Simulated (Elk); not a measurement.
# Hf: a single-point run

Aim: a sound single-point run of Hf.

Program: Elk 11.2.3 (patched build). Level of theory: DFT, PBEsol, all-electron APW+lo, Dirac cores, scalar-relativistic bands; ground state. These are calculated values, not measurements.

### 1 The structure to begin with

Symmetry: Im-3m, No. 229, cubic system. The conventional cell has a = 3.610 Å, b = 3.610 Å, c = 3.610 Å, α = 90.00°, β = 90.00°, γ = 90.00°. Around Hf (site symmetry m-3m) lie 8 Hf at 3.13 Å.

As a file:

```
CELL_PARAMETERS angstrom
-1.80500 1.80500 1.80500
1.80500 -1.80500 1.80500
1.80500 1.80500 -1.80500
ATOMIC_POSITIONS crystal
Hf 0.00000 0.00000 0.00000
```

### 2 The run

Input file elk.in:

```
tasks
  0

xctype
  77

rgkmax
  7.5

gmaxvr
  14.0

lmaxapw
  9

lmaxo
  7

lmaxi
  2

nrmtscf
  1.5

lradstp
  4

nempty
  5

epspot
  1e-06

epsengy
  0.0001

maxscl
  60

swidth
  0.001

sppath
  './'

avec
  -3.41095565495 3.41095565495 3.41095565495
  3.41095565495 -3.41095565495 3.41095565495
  3.41095565495 3.41095565495 -3.41095565495

atoms
  1
  'Hf.in'
  1
  0.000000000000 0.000000000000 0.000000000000   0.000 0.000 0.000

ngridk
  10 10 10
```

Launch:

```sh
OMP_NUM_THREADS=1 elk
```

**Question.** How will this run end, and is anything wrong with its input?

The run ended at the input check. Its message: «Error(getxcdata): xctype not defined : 77  »

The functional or method isn't one that the program knows by that name.

In general: name a functional from the program's list.
